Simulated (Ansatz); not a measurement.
# AlClH7NSi2: how energies converge with the basis set

One table from this session's results is given with a row withheld; the runs are named, their logs left out.

Method: one geometry, several basis sets; program: Ansatz 0.2.0, Gaussian basis.

The runs, in order: PBE0-D4/def2-SVP; ωB97M-V/def2-SVP; PBE0-D4/def2-QZVPP; ωB97M-V/def2-QZVPP; CCSD(T)/cc-pV(D+d)Z; CCSD(T)/cc-pV(T+d)Z; MP2/cc-pV(Q+d)Z; the functionals' def2-TZVPP values are taken from earlier runs.

### Structure used throughout

An earlier PBE0-D4 in a triple-zeta def2 set relaxation fixed the geometry.

SMILES `[SiH3][N]([SiH3])[AlH][Cl]`, 12 atoms, charge 0, spin multiplicity 1.

Atoms are counted from 1 here; the program's logs count them from 0.

Bond lengths: Si1–N2 1.744 Å, Si1–H6 1.489 Å, Si1–H7 1.485 Å, Si1–H8 1.485 Å, N2–Si3 1.737 Å, N2–Al4 1.780 Å, Si3–H9 1.487 Å, Si3–H10 1.488 Å, Si3–H11 1.487 Å, Al4–Cl5 2.095 Å, Al4–H12 1.567 Å. Angles: N2–Si1–H6 107.5°, N2–Si1–H7 111.4°, N2–Si1–H8 111.4°, H6–Si1–H7 108.8°, H6–Si1–H8 108.8°, H7–Si1–H8 108.8°, Si1–N2–Si3 117.4°, Si1–N2–Al4 121.7°, Si3–N2–Al4 121.0°, N2–Si3–H9 111.3°, N2–Si3–H10 108.1°, N2–Si3–H11 111.3°, H9–Si3–H10 109.0°, H9–Si3–H11 108.1°, H10–Si3–H11 109.0°, N2–Al4–Cl5 115.7°, N2–Al4–H12 123.5°, Cl5–Al4–H12 120.8°.

Set-up of the first run:

Input file in.yaml:

```yaml
crystal:
  periodic: [false, false, false]
  atoms:
    - {symbol: Si, position_ang: [-0.860455, 0.631154, 1.237271]}
    - {symbol: N, position_ang: [-0.030857, -0.057588, -0.133849]}
    - {symbol: Si, position_ang: [1.693235, -0.236326, -0.016681]}
    - {symbol: Al, position_ang: [-0.906214, -0.560230, -1.600158]}
    - {symbol: Cl, position_ang: [-2.980634, -0.270427, -1.565282]}
    - {symbol: H, position_ang: [0.163700, 0.930531, 2.276050]}
    - {symbol: H, position_ang: [-1.556354, 1.891799, 0.873430]}
    - {symbol: H, position_ang: [-1.853676, -0.317124, 1.803025]}
    - {symbol: H, position_ang: [2.360554, 1.077402, 0.185611]}
    - {symbol: H, position_ang: [2.182780, -0.837642, -1.286396]}
    - {symbol: H, position_ang: [2.069019, -1.124036, 1.115930]}
    - {symbol: H, position_ang: [-0.204401, -1.182813, -2.854850]}
basis:
  gaussian: {orbitals: def2-SVP}
hamiltonian: {xc: pbe0, dispersion: d4}
output: {orbitals: {seedname: orbitals}}
```

Command:

```
> ansatz run in.yaml --threads 2 --pin off --events-out ev --progress --plain --max-ram 32768MiB --backend cpu
```

Steps of the session up to this table: PBE0-D4 in def2-SVP; ωB97M-V in def2-SVP; PBE0-D4 in def2-QZVPP; ωB97M-V in def2-QZVPP.

One of the session's tables, all rows but one given; the rest of the session is left out.

It belongs to the step «Density functionals: the series». 

```
functional       basis  HOMO (eV)
   PBE0-D4    def2-SVP          ?
   PBE0-D4  def2-TZVPP      -8.01
   PBE0-D4  def2-QZVPP      -8.02
   ωB97M-V    def2-SVP     -10.12
   ωB97M-V  def2-TZVPP     -10.25
   ωB97M-V  def2-QZVPP     -10.27
```

**Question.** Estimate the row for PBE0-D4, def2-SVP.

The run gave: HOMO (eV): -7.92. In the column «HOMO (eV)» it is the highest.
